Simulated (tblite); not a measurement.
# C3H7BBr2N2: the cost of one run

Programs: tblite 0.8.0 and PySCF 2.14.0, with density-fitted response routines of our own. Each step states its level of theory. These are calculated values for one molecule in the gas phase, unless marked as measured. Atoms are numbered from 0 throughout.

## (1) Starting geometry

15 atoms, charge 0, multiplicity 1; geometry from: force field or distance geometry start.

Bonds of the start (Å): C0–C1 1.47, C1–N2 1.15, N2–B3 1.50, B3–Br4 2.00, B3–Br5 2.03, B3–N6 1.55, N6–C7 1.46, C0–H8 1.11, C0–H9 1.11, C0–H10 1.11, N6–H11 1.05, C7–H12 1.12, C7–H13 1.11, C7–H14 1.10.

## (2) Optimising the geometry with GFN2-xTB

Job settings and geometry (Å):

```
{"job": {"kind": "relax", "xc": "GFN2-xTB", "basis": "xTB"}, "charge": 0, "multiplicity": 1}
C      2.861100    -0.697200    -0.532400
C      1.611100    -0.022200    -0.136200
N      0.646100     0.497300     0.197200
B     -0.622900     1.187700     0.598400
Br    -0.397900     3.157800     0.338000
Br    -0.958800     0.854100     2.570300
N     -1.812300     0.693900    -0.260300
C     -1.984000    -0.759000    -0.210400
H      3.435900    -0.029200    -1.200700
H      3.453100    -0.930800     0.372700
H      2.603400    -1.635500    -1.069600
H     -2.686400     1.124500     0.129000
H     -2.879800    -1.038500    -0.816400
H     -2.160700    -1.123200     0.820100
H     -1.112300    -1.271800    -0.649100
```

The run is started by

```
OMP_NUM_THREADS=1 python probes_run.py task.json out
```

The driver reads the jobs from task.json and runs them one after another.

Q: Estimate the wall time and peak memory of this first job on 1 thread of Arm Neoverse N1, shared host.

About 1.5 s, with a peak of 0.18 GiB.
